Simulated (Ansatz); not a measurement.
# Al2O3: the cost of one run

Program: Ansatz 0.2.0. Level of theory: DFT PBE, scalar-relativistic, plane waves, PAW. These are calculated values, not measurements.

**1. The starting structure**

Symmetry: R-3c, No. 167, trigonal system. Conventional cell: a = 4.761 Å, b = 4.761 Å, c = 12.996 Å, α = 90.00°, β = 90.00°, γ = 120.00°. Al (site symmetry 3) is surrounded by 6 O at 1.85 to 1.97 Å. O (site symmetry 2) is surrounded by 4 Al at 1.85 to 1.97 Å.

Structure file:

```cif
data_structure
_symmetry_space_group_name_H-M 'R-3c:H'
_symmetry_Int_Tables_number 167
_cell_length_a 4.7605
_cell_length_b 4.7605
_cell_length_c 12.9956
_cell_angle_alpha 90.000
_cell_angle_beta 90.000
_cell_angle_gamma 120.000
_cell_volume 255.05
loop_
_atom_site_label
_atom_site_type_symbol
_atom_site_symmetry_multiplicity
_atom_site_Wyckoff_symbol
_atom_site_fract_x
_atom_site_fract_y
_atom_site_fract_z
_atom_site_occupancy
Al1 Al 12 c 0.66667 0.33333 0.18549 1
O1 O 18 e 0.64001 0.66667 0.41667 1
```

The runs take a perfect supercell of 40 atoms; the defect goes to fractional position (0.097, 0.403, 0.250).

**2. The perfect supercell**

The input, input.yaml:

```yaml
crystal:
  lattice:
    - [-4.7605, -2.748476, 4.331867]
    - [4.7605, -2.748476, 4.331867]
    - [0.0, 5.496952, 4.331867]
  atoms:
    - { symbol: Al, position: [0.35216, 0.35216, 0.35216] }
    - { symbol: Al, position: [0.85216, 0.85216, 0.35216] }
    - { symbol: Al, position: [0.85216, 0.35216, 0.85216] }
    - { symbol: Al, position: [0.35216, 0.85216, 0.85216] }
    - { symbol: Al, position: [0.14784, 0.14784, 0.14784] }
    - { symbol: Al, position: [0.64784, 0.64784, 0.14784] }
    - { symbol: Al, position: [0.64784, 0.14784, 0.64784] }
    - { symbol: Al, position: [0.14784, 0.64784, 0.64784] }
    - { symbol: Al, position: [0.64784, 0.14784, 0.14784] }
    - { symbol: Al, position: [0.14784, 0.64784, 0.14784] }
    - { symbol: Al, position: [0.14784, 0.14784, 0.64784] }
    - { symbol: Al, position: [0.64784, 0.64784, 0.64784] }
    - { symbol: Al, position: [0.85216, 0.35216, 0.35216] }
    - { symbol: Al, position: [0.35216, 0.85216, 0.35216] }
    - { symbol: Al, position: [0.35216, 0.35216, 0.85216] }
    - { symbol: Al, position: [0.85216, 0.85216, 0.85216] }
    - { symbol: O, position: [0.09666, 0.40334, 0.25] }
    - { symbol: O, position: [0.59666, 0.90334, 0.25] }
    - { symbol: O, position: [0.59666, 0.40334, 0.75] }
    - { symbol: O, position: [0.09666, 0.90334, 0.75] }
    - { symbol: O, position: [0.25, 0.09666, 0.40334] }
    - { symbol: O, position: [0.75, 0.59666, 0.40334] }
    - { symbol: O, position: [0.75, 0.09666, 0.90334] }
    - { symbol: O, position: [0.25, 0.59666, 0.90334] }
    - { symbol: O, position: [0.40334, 0.25, 0.09666] }
    - { symbol: O, position: [0.90334, 0.75, 0.09666] }
    - { symbol: O, position: [0.90334, 0.25, 0.59666] }
    - { symbol: O, position: [0.40334, 0.75, 0.59666] }
    - { symbol: O, position: [0.90334, 0.09666, 0.25] }
    - { symbol: O, position: [0.40334, 0.59666, 0.25] }
    - { symbol: O, position: [0.40334, 0.09666, 0.75] }
    - { symbol: O, position: [0.90334, 0.59666, 0.75] }
    - { symbol: O, position: [0.75, 0.40334, 0.09666] }
    - { symbol: O, position: [0.25, 0.90334, 0.09666] }
    - { symbol: O, position: [0.25, 0.40334, 0.59666] }
    - { symbol: O, position: [0.75, 0.90334, 0.59666] }
    - { symbol: O, position: [0.59666, 0.25, 0.40334] }
    - { symbol: O, position: [0.09666, 0.75, 0.40334] }
    - { symbol: O, position: [0.09666, 0.25, 0.90334] }
    - { symbol: O, position: [0.59666, 0.75, 0.90334] }
basis:
  ecutwfc: 420
  fft_grid_basis: typed
kpoints:
  mp_grid: { grid: [3, 3, 3] }
hamiltonian:
  xc: pbe
  pseudopotentials: { kind: paw }
scf:
  occupations: { method: gaussian, width: 0.05 }
output:
  forces: true
  stress: false
  eigenvalues: true
  bader: false
  write_density: true
  volumetric_format: npy
```

Command:

```bash
ansatz run input.yaml --threads 4 --pin off --max-ram 10240MiB --backend cpu --events-out ev --progress --plain --runs-dir out
```

**Question.** How long does this run take on 4 threads of AMD EPYC 9R45 (Zen 5), shared host, and how much memory does it need?

About 1.8 s, with a peak of 1.3 GiB.
